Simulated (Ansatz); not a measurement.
**C2H7AlO3: basis-set convergence**

Aim: see how fast density functionals converge with the basis set for C2H7AlO3.

Computed with Ansatz 0.2.0, Gaussian basis. Level: one geometry, several basis sets.

Levels to be run: PBE0-D4/def2-SVP; ωB97M-V/def2-SVP; PBE0-D4/def2-QZVPP; ωB97M-V/def2-QZVPP; the functionals' def2-TZVPP values are taken from earlier runs.

## (1) The geometry

The geometry comes from an earlier relaxation with PBE0-D4 in a triple-zeta def2 set; it is a stationary point, not always the lowest conformer.

SMILES `C[O][Al]([OH])[O]C`, 13 atoms, charge 0, spin multiplicity 1.

Atoms are counted from 1 here; the program's logs count them from 0.

Bond lengths: C1–O2 1.394 Å, C1–H7 1.096 Å, C1–H8 1.097 Å, C1–H9 1.095 Å, O2–Al3 1.680 Å, Al3–O4 1.687 Å, Al3–O5 1.673 Å, O4–H10 0.956 Å, O5–C6 1.392 Å, C6–H11 1.097 Å, C6–H12 1.095 Å, C6–H13 1.096 Å. Angles: O2–C1–H7 110.4°, O2–C1–H8 112.8°, O2–C1–H9 110.0°, H7–C1–H8 107.9°, H7–C1–H9 107.8°, H8–C1–H9 107.8°, C1–O2–Al3 138.6°, O2–Al3–O4 118.7°, O2–Al3–O5 124.6°, O4–Al3–O5 116.7°, Al3–O4–H10 120.7°, Al3–O5–C6 140.0°, O5–C6–H11 112.9°, O5–C6–H12 110.0°, O5–C6–H13 110.4°, H11–C6–H12 107.8°, H11–C6–H13 107.9°, H12–C6–H13 107.8°.

## (2) PBE0-D4 in def2-SVP

File in.yaml:

```yaml
crystal:
  periodic: [false, false, false]
  atoms:
    - {symbol: C, position_ang: [0.385855, -0.959190, 1.832406]}
    - {symbol: O, position_ang: [1.102810, -0.059250, 1.044734]}
    - {symbol: Al, position_ang: [0.909193, 0.787814, -0.393384]}
    - {symbol: O, position_ang: [2.138755, 1.830585, -0.891843]}
    - {symbol: O, position_ang: [-0.431667, 0.676962, -1.387544]}
    - {symbol: C, position_ang: [-1.638718, -0.011324, -1.476766]}
    - {symbol: H, position_ang: [0.867130, -1.943364, 1.822874]}
    - {symbol: H, position_ang: [-0.650049, -1.088092, 1.495269]}
    - {symbol: H, position_ang: [0.358496, -0.610000, 2.870065]}
    - {symbol: H, position_ang: [2.927572, 1.942777, -0.364241]}
    - {symbol: H, position_ang: [-1.736780, -0.800246, -0.720545]}
    - {symbol: H, position_ang: [-1.731184, -0.479684, -2.462397]}
    - {symbol: H, position_ang: [-2.481013, 0.678310, -1.353830]}
basis:
  gaussian: {orbitals: def2-SVP}
hamiltonian: {xc: pbe0, dispersion: d4}
output: {orbitals: {seedname: orbitals}}
```

Command:

```sh
> ansatz run in.yaml --threads 4 --pin off --events-out ev --progress --plain --max-ram 11315MiB
```

After this run come: ωB97M-V in def2-SVP; PBE0-D4 in def2-QZVPP; ωB97M-V in def2-QZVPP.

**Question.** What will the summary of the whole plan be? Wanted: PBE0-D4: double and triple zeta above quadruple; ωB97M-V: double and triple zeta above quadruple.

**Answer**, as computed:

| quantity | value |
| --- | --- |
| PBE0-D4: double and triple zeta above quadruple | 13.22, 0.72 eV |
| ωB97M-V: double and triple zeta above quadruple | 13.47, 0.69 eV |

For PBE0-D4 the step from double to triple zeta gains 12.50 eV and the next only 0.72 eV. Total energies overstate the basis error of differences, where much of it tends to cancel. The LUMO of ωB97M-V is positive and keeps falling with the basis (1.61 to 0.80 eV): an unbound level that the basis holds in place.
